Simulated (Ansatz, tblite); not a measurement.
# Ge(CN)H3 (CH3GeN): rung by rung

How do method and basis change the picture of Ge(CN)H3 (CH3GeN) (singlet)?

Computed with Ansatz 0.2.0, Gaussian basis. Level: as each input shows.

Plan: GFN1-xTB, GFN2-xTB, PBE-D4/def2-TZVP, r2SCAN-D4/def2-TZVP, LDA/def2-TZVP, B2PLYP/def2-TZVP, HF/def2-TZVP, BLYP-D4/def2-TZVP, B97M-V/def2-TZVP, B3LYP-D4/def2-TZVP, LC-ωPBE/def2-TZVP, LC-ωPBE(0.10)/def2-TZVP, LC-ωPBE(0.15)/def2-TZVP, LC-ωPBE(0.20)/def2-TZVP, LC-ωPBE(0.30)/def2-TZVP, PBE-D4/def2-SVP, PBE0-D4/def2-SVP, HF/STO-3G, HF/6-31G, B3LYP-D4/6-31G, CCSD(T)/def2-TZVPP, MP2/def2-TZVP, RPA/def2-TZVP.

## Step 1: The geometry

The singlet was relaxed beforehand with r2SCAN-D4/def2-TZVP.

6 atoms, charge 0, spin multiplicity 1.

Bond lengths: Ge1–C2 1.920 Å, Ge1–H4 1.525 Å, Ge1–H5 1.525 Å, Ge1–H6 1.525 Å, C2–N3 1.156 Å. Angles: C2–Ge1–H4 107.0°, C2–Ge1–H5 107.0°, C2–Ge1–H6 107.0°, H4–Ge1–H5 111.8°, H4–Ge1–H6 111.8°, H5–Ge1–H6 111.8°, Ge1–C2–N3 179.9°.

PBE0-D4/def2-TZVP was run before; its log isn't repeated, and its numbers join the tables.

## Step 2: GFN1-xTB

Tight binding, by tblite at 300 K electronic temperature and without a spin-polarisation term:

```python
tblite.interface.Calculator('GFN1-xTB', numbers, positions, charge=0, uhf=0).singlepoint()
```

Energy -232.2833 eV, HOMO -13.18 eV, LUMO -7.86 eV; 0.006 s.

## Step 3: GFN2-xTB

Tight binding, by tblite at 300 K electronic temperature and without a spin-polarisation term:

```python
tblite.interface.Calculator('GFN2-xTB', numbers, positions, charge=0, uhf=0).singlepoint()
```

Energy -229.9374 eV, HOMO -11.63 eV, LUMO -6.82 eV; 0.003 s.

## Step 4: PBE-D4/def2-TZVP

start.molden holds the orbitals of an earlier run on this state, given as this run's starting guess.

in.yaml

```yaml
crystal:
  periodic: [false, false, false]
  atoms:
    - {symbol: Ge, position_ang: [-0.004915, 0.004192, -0.609855]}
    - {symbol: C, position_ang: [0.010918, -0.010079, 1.310128]}
    - {symbol: N, position_ang: [0.019860, -0.016877, 2.465870]}
    - {symbol: H, position_ang: [1.449637, 0.017004, -1.067484]}
    - {symbol: H, position_ang: [-0.745866, 1.265789, -1.039579]}
    - {symbol: H, position_ang: [-0.729635, -1.260038, -1.059079]}
basis:
  gaussian: {orbitals: def2-TZVP, initial_orbitals: start.molden}
hamiltonian: {xc: pbe, dispersion: d4}
scf: {omitted_lower_state_checks: [starts]}
output: {orbitals: {seedname: orbitals}}
```

Run with:

```sh
$ ansatz run in.yaml --threads 4 --pin off --events-out ev --progress --plain --max-ram 3916MiB
```

After this run come: r2SCAN-D4/def2-TZVP; LDA/def2-TZVP; B2PLYP/def2-TZVP; HF/def2-TZVP; BLYP-D4/def2-TZVP; B97M-V/def2-TZVP; B3LYP-D4/def2-TZVP; LC-ωPBE/def2-TZVP; LC-ωPBE(0.10)/def2-TZVP; LC-ωPBE(0.15)/def2-TZVP; LC-ωPBE(0.20)/def2-TZVP; LC-ωPBE(0.30)/def2-TZVP; PBE-D4/def2-SVP; PBE0-D4/def2-SVP; HF/STO-3G; HF/6-31G; B3LYP-D4/6-31G; CCSD(T)/def2-TZVPP; MP2/def2-TZVP; RPA/def2-TZVP.

Q: Predict the results of all the runs planned. Wanted: gap in def2-TZVP, named functionals and Hartree-Fock, smallest and largest; gap over the ω; correlation energy, CCSD(T)/def2-TZVPP; correlation energy, MP2/def2-TZVP; binding an atom, CCSD(T)/def2-TZVPP; PBE0 total energy, smallest basis above largest.

As calculated:

| quantity | value |
| --- | --- |
| gap in def2-TZVP, named functionals and Hartree-Fock, smallest and largest | 7.05 eV (LDA), 15.88 eV (HF) |
| gap over the ω (1/bohr) | 10.01 eV at 0.1, 14.62 eV at 0.4 |
| correlation energy, CCSD(T)/def2-TZVPP | -17.38 eV |
| correlation energy, MP2/def2-TZVP | -16.02 eV |
| binding an atom, CCSD(T)/def2-TZVPP | 3.543 eV |
| PBE0 total energy, smallest basis above largest | 10.06 eV (def2-SVP, def2-TZVP) |

What this shows: Over the named functionals and Hartree-Fock in def2-TZVP the gap runs from 7.05 eV (LDA) to 15.88 eV (HF); exact exchange widens it. Raising the ω (1/bohr) from 0.1 to 0.4 moves the HOMO by -2.71 eV and the LUMO by +1.90 eV. A small miss in a minimal or small basis is a cancelling of errors, not accuracy. The functionals in def2-TZVP miss CCSD(T)/def2-TZVPP by +0.041 (LC-ωPBE) to +0.593 eV (LDA) an atom. CCSD(T)/def2-TZVPP isn't at the basis-set limit; small misses against it rank nothing.
